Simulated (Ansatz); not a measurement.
# BClH6OSi2: one species, many methods

Aim: compute BClH6OSi2 with functionals from several rungs and with coupled cluster. The yardstick is the atomisation energy at the CCSD(T) limit.

The runs use Ansatz 0.2.0, Gaussian basis; functionals in def2-TZVPP, the program's frozen cores in correlated methods.

Levels to be run: PBE-D4, r2SCAN-D4, PBE0-D4, B3LYP-D4, ωB97X-V, ωB97M-V, B2PLYP; CCSD(T)/def2-TZVPP; MP2/def2-QZVPP; extrapolation to the limit.

**1. The geometry**

All runs share one geometry, relaxed beforehand with PBE0-D4 in a triple-zeta def2 set.

SMILES `B[SiH](Cl)O[SiH3]`, 11 atoms, charge 0, spin multiplicity 1.

Atoms are counted from 1 here; the program's logs count them from 0.

Bond lengths: B1–Si2 1.996 Å, B1–H6 1.194 Å, B1–H7 1.195 Å, Si2–Cl3 2.077 Å, Si2–O4 1.626 Å, Si2–H8 1.484 Å, O4–Si5 1.642 Å, Si5–H9 1.486 Å, Si5–H10 1.484 Å, Si5–H11 1.482 Å. Angles: Si2–B1–H6 120.4°, Si2–B1–H7 120.7°, H6–B1–H7 118.7°, B1–Si2–Cl3 98.9°, B1–Si2–O4 113.9°, B1–Si2–H8 118.2°, Cl3–Si2–O4 110.0°, Cl3–Si2–H8 106.3°, O4–Si2–H8 108.6°, Si2–O4–Si5 145.4°, O4–Si5–H9 110.1°, O4–Si5–H10 109.9°, O4–Si5–H11 107.6°, H9–Si5–H10 109.5°, H9–Si5–H11 109.8°, H10–Si5–H11 110.0°.

Coordinates:

```xyz
11

B    -1.67487    1.77743    0.55038
Si   -0.45498    0.66488   -0.57151
Cl    1.11224    2.01251   -0.77648
O     0.06646   -0.68808    0.16381
Si    1.22731   -1.84909    0.19336
H    -1.58265    1.76269    1.74095
H    -2.43841    2.54409    0.04429
H    -0.88819    0.31937   -1.94785
H     1.46053   -2.37219   -1.17783
H     2.49113   -1.28658    0.72937
H     0.74693   -2.94193    1.07201
```

**2. PBE-D4 (GGA)**

Input file in.yaml:

```yaml
crystal:
  periodic: [false, false, false]
  atoms:
    - {symbol: B, position_ang: [-1.674870, 1.777426, 0.550378]}
    - {symbol: Si, position_ang: [-0.454982, 0.664878, -0.571506]}
    - {symbol: Cl, position_ang: [1.112240, 2.012513, -0.776484]}
    - {symbol: O, position_ang: [0.066458, -0.688082, 0.163813]}
    - {symbol: Si, position_ang: [1.227306, -1.849087, 0.193359]}
    - {symbol: H, position_ang: [-1.582645, 1.762691, 1.740949]}
    - {symbol: H, position_ang: [-2.438408, 2.544088, 0.044294]}
    - {symbol: H, position_ang: [-0.888191, 0.319368, -1.947852]}
    - {symbol: H, position_ang: [1.460530, -2.372187, -1.177833]}
    - {symbol: H, position_ang: [2.491135, -1.286575, 0.729375]}
    - {symbol: H, position_ang: [0.746926, -2.941933, 1.072008]}
basis:
  gaussian: {orbitals: def2-TZVPP}
hamiltonian: {xc: pbe, dispersion: d4}
output: {forces: true, orbitals: {seedname: orbitals}}
```

Command:

```sh
$ ansatz run in.yaml --threads 4 --pin off --events-out ev --progress --plain --max-ram 10444MiB
```

Further steps of the session: r2SCAN-D4 (meta-GGA); PBE0-D4 (hybrid); B3LYP-D4 (hybrid); ωB97X-V (range-separated); ωB97M-V (range-separated); B2PLYP (double hybrid); CCSD(T) in def2-TZVPP; MP2 in def2-QZVPP.

Before running them: what should the planned runs give, taken together? Wanted: atomisation energy, CCSD(T)/CBS; farthest; mean size of error, hybrid; mean size of error, range-separated; gap, smallest and largest; T1 diagnostic; triples share of the correlation energy.

**Answer**, as computed:

```
                               quantity                                 value
        atomisation energy, CCSD(T)/CBS                        881.4 kcal/mol
functionals within 4.4 kcal/mol (0.5 %)          r2SCAN-D4, B3LYP-D4, ωB97M-V
                               farthest               B2PLYP (-12.1 kcal/mol)
             mean size of error, hybrid                          6.8 kcal/mol
    mean size of error, range-separated                          3.6 kcal/mol
              gap, smallest and largest  3.23 eV (PBE-D4), 10.11 eV (ωB97X-V)
                          T1 diagnostic                                0.0111
triples share of the correlation energy                                 3.5 %
```

What this shows: PBE-D4 is off by -5.2 kcal/mol. Double hybrids carry the basis error of their MP2 part in triple zeta, and no dispersion term here, so their miss is partly the set-up's. Misses under about 4.4 kcal/mol are within the doubt on the reference itself, which lacks core-valence correlation, relativity and higher excitations. Hartree-Fock recovers 77 % of the binding; the rest is correlation. The gap grows from 3.2 to 10.1 eV across the functionals, mostly with the share of exact exchange.
